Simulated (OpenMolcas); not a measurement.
**BH3O3 (boric acid): S12g/6-311++G(d,p)**

What is the vertical ionisation energy of BH3O3 (boric acid) at S12g/6-311++G**? 

The results are computed with OpenMolcas 26.06.

**1. The structure to begin with**

The species is BH3O3 (7 atoms), meant as a singlet with charge 0. SMILES: `OB(O)O`. Geometry: relaxed at PBE0-D4/def2-TZVP. This is a higher conformer, about 20 kJ/mol above the lowest found by a separate search.

Bond lengths: O1–B2 1.367 Å, B2–O3 1.360 Å, B2–O4 1.376 Å, O1–H5 0.957 Å, O3–H6 0.959 Å, O4–H7 0.957 Å. Angles: O1–B2–O3 116.5°, O1–B2–O4 125.2°, O3–B2–O4 118.3°, B2–O1–H5 115.3°, B2–O3–H6 111.6°, B2–O4–H7 115.8°.

**2. A single-point energy at S12g/6-311++G(d,p)**

The input, job.inp:

```
&gateway
  baslib=$CurrDir
  coord
  7
  angstrom
  O       -1.109700       0.802600       0.321900
  B       -0.012200      -0.006800       0.228700
  O        0.501200      -0.469300       1.400100
  O        0.600700      -0.381300      -0.945400
  H       -1.457400       1.118600      -0.511500
  H        1.266800      -1.028200       1.254500
  H        0.210500      -0.035700      -1.748300
  basis=6-311ppGss
  group=NoSym

&seward

&scf
  ksdft=S12G
  prorbitals=1 1
```

The basis set 6-311++G** is read from a file made from the Basis Set Exchange's data (not shown).

Launch:

```bash
$ export MOLCAS_MEM=1860
$ pymolcas job.inp > job.log
```

Output:

```text
--- Start Module: gateway ---
[...]
--- Stop Module: gateway /rc=_RC_ALL_IS_WELL_ ---
--- Start Module: seward ---
[...]
      Basis functions          109
--- Stop Module: seward /rc=_RC_ALL_IS_WELL_ ---
[...]
--- Start Module: scf ---
[...]
       Convergence after  14 Iterations
[...]
::    Total KS-DFT energy                            -252.5243233357
[...]
      Total spin, S                                     0.0000000000
[...]
      Total electronic charge=   32.000000
      Total            charge=   -0.000000
[...]
      Dipole Moment (debye):
      Origin of the operator (angstrom)=   -0.0039   -0.0127    0.2246
                   X= -9.7479E-04               Y=  2.0993E-01               Z= -3.0246E+00           Total=  3.0318E+00
      Quadrupole Moment (debye*angstrom):
[...]
--- Stop Module: scf /rc=_RC_ALL_IS_WELL_ ---
[...]
```

It took 18 s on 1 thread of Arm Neoverse V1, shared host; peak memory 0.64 GiB.

**3. The doublet cation, same level**

Changes to job.inp since step 2:

```diff
@@ -1,3 +1,4 @@
 &gateway
-  baslib=$CurrDir
+  baslib
+  $CurrDir
   coord
@@ -12,4 +13,6 @@
   H        0.210500      -0.035700      -1.748300
-  basis=6-311ppGss
-  group=NoSym
+  basis
+  6-311ppGss
+  group
+  NoSym
 
@@ -18,3 +21,10 @@
 &scf
-  ksdft=S12G
-  prorbitals=1 1
+  uhf
+  charge
+  1
+  spin
+  2
+  ksdft
+  S12G
+  prorbitals
+  1 1
```

The basis set 6-311++G** is read from a file made from the Basis Set Exchange's data (not shown).

Launch:

```bash
$ export MOLCAS_MEM=1860
$ pymolcas job.inp > job.log
```

Output:

```text
--- Start Module: gateway ---
[...]
--- Stop Module: gateway /rc=_RC_ALL_IS_WELL_ ---
--- Start Module: seward ---
[...]
      Basis functions          109
--- Stop Module: seward /rc=_RC_ALL_IS_WELL_ ---
[...]
--- Start Module: scf ---
[...]
       Convergence after  38 Iterations
[...]
::    Total KS-DFT energy                            -252.0994403420
[...]
      Total spin, S                                     0.5019469238
[...]
      Total electronic charge=   31.000000
      Total            charge=    1.000000
[...]
      Dipole Moment (debye):
      Origin of the operator (angstrom)=   -0.0039   -0.0127    0.2246
                   X=  3.0755E+00               Y= -1.9348E+00               Z= -5.0841E+00           Total=  6.2490E+00
      Center of Charge (angstrom)
[...]
--- Stop Module: scf /rc=_RC_ALL_IS_WELL_ ---
[...]
```

Run time: 53 s. Hardware: 1 thread of Arm Neoverse V1, shared host; peak memory 0.64 GiB.

**4. Results**

Level: S12g/6-311++G**.

| quantity | value |
| --- | --- |
| singlet BH3O3: total energy | -252.52432 Eh |
| singlet BH3O3: dipole moment | 3.03 D |
| singlet BH3O3: HOMO energy | -7.56 eV |
| singlet BH3O3: LUMO energy | -1.36 eV |
| singlet BH3O3: HOMO–LUMO gap | 6.20 eV |
| doublet cation: total energy | -252.09944 Eh |
| doublet cation: HOMO energy (highest over α and β) | -15.42 eV |
| doublet cation: LUMO energy (lowest over α and β) | -14.79 eV |
| doublet cation: ⟨S²⟩ | 0.754 |
| vertical ionisation energy (to the doublet cation) | 11.562 eV |

In words: Removing an electron at fixed nuclei costs 11.56 eV (1116 kJ/mol). The negative HOMO energy of the first species, 7.56 eV, lies 4.00 eV below that difference. Mulliken charges (singlet BH3O3) run from -0.36 on O4 to +0.31 on B2; in a basis this large or diffuse they mean little. Mulliken charges (doublet cation) run from -0.45 on O1 to +0.34 on H6; in a basis this large or diffuse they mean little.
